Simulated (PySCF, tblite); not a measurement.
# C4H4F2GeO2: geometry, infrared bands and NMR shifts

Wanted: the infrared bands and NMR shifts of C4H4F2GeO2 (`O=CC1=C[C@](F)([GeH2][F])O1`), by calculation.

Programs: tblite 0.8.0 and PySCF 2.14.0, with density-fitted response routines of our own. Each step states its level of theory. These are calculated values for one molecule in the gas phase, unless marked as measured. Atoms count from 0, in the outputs and in this text.

## (1) The starting structure

13 atoms, charge 0, multiplicity 1; geometry from: force field or distance geometry start.

Bonds of the start (Å): O0–C1 1.28, C1–C2 1.46, C2–C3 1.32, C3–C4 1.46, C4–F5 1.40, C4–Ge6 1.92, Ge6–F7 1.75, C4–O8 1.41, O8–C2 1.38, C1–H9 1.07, C3–H10 1.08, Ge6–H11 1.54, Ge6–H12 1.57.

## (2) Relaxing the molecule with GFN2-xTB

The job: settings as JSON, then the geometry in Å.

```
{"job": {"kind": "relax", "xc": "GFN2-xTB", "basis": "xTB"}, "charge": 0, "multiplicity": 1}
O      3.413500     0.049400     0.691000
C      2.666600    -0.572300    -0.147800
C      1.272800    -0.174800    -0.315900
C      0.515900     0.771000     0.206000
C     -0.663400     0.376800    -0.564100
F     -0.949100     1.383600    -1.493300
Ge    -2.185200    -0.259500     0.417700
F     -3.572400    -0.343600    -0.648300
O      0.211400    -0.597200    -1.090800
H      3.109100    -1.391400    -0.677400
H      0.677500     1.537400     0.954200
H     -1.967400    -1.600500     1.149900
H     -2.533700     0.821800     1.501000
```

Started as:

```
> OMP_NUM_THREADS=1 python probes_run.py task.json out
```

The driver reads the jobs from task.json and runs them one after another.

**Question.** This job is followed by: GFN2-xTB harmonic vibrations, gas phase; GIAO PBE0/pcSseg-1 NMR shielding, non-relativistic, gas phase. What will the session give for the following? strongest single infrared mode (GFN2-xTB); zero-point energy (GFN2-xTB); 13C shifts against TMS (PBE0/pcSseg-1); 1H shifts against TMS (PBE0/pcSseg-1); 17O shifts against H2O (PBE0/pcSseg-1); 19F shifts against CFCl3 (PBE0/pcSseg-1); 73Ge shifts against GeMe4 (PBE0/pcSseg-1).

As calculated:

| quantity | value |
| --- | --- |
| strongest single infrared mode (GFN2-xTB) | 1999 cm⁻¹, 431 km/mol |
| zero-point energy (GFN2-xTB) | 42.1 kcal/mol |
| 13C shifts against TMS (PBE0/pcSseg-1) | 188.4, 163.4, 122.9, 119.8 ppm |
| 1H shifts against TMS (PBE0/pcSseg-1) | 9.76, 6.43, 5.82, 5.30 ppm |
| 17O shifts against H2O (PBE0/pcSseg-1) | 737.6, 210.0 ppm |
| 19F shifts against CFCl3 (PBE0/pcSseg-1) | -143.1, -245.9 ppm |
| 73Ge shifts against GeMe4 (PBE0/pcSseg-1) | 22 ppm |

Relaxing lowered the energy by 0.931 eV in 117 steps; the close pair that moved most is C4–Ge6, from 1.920 to 2.017 Å. All 33 modes are real, so the xTB geometry is a minimum. The strongest single mode, at 1999 cm⁻¹, moves mainly H11 and H12. Unscaled tight-binding wavenumbers are off by several per cent, some by more. Its intensities can rank the bands wrongly. C1 (aldehyde carbonyl carbon) lies farthest downfield among carbon, at 188.4 ppm; the double bond to the heteroatom, with no lone-pair donor beside it, deshields it most. H9 (hydrogen on an aldehyde carbonyl carbon) lies farthest downfield among hydrogen, at 9.76 ppm; the formyl region, downfield of aromatic protons. At PBE0/pcSseg-1: Shielding is most anisotropic at O0 (span 1558 ppm, paramagnetic term -798 ppm). Spin-orbit coupling is left out, which matters for shieldings and couplings at and beside the heavy atoms.
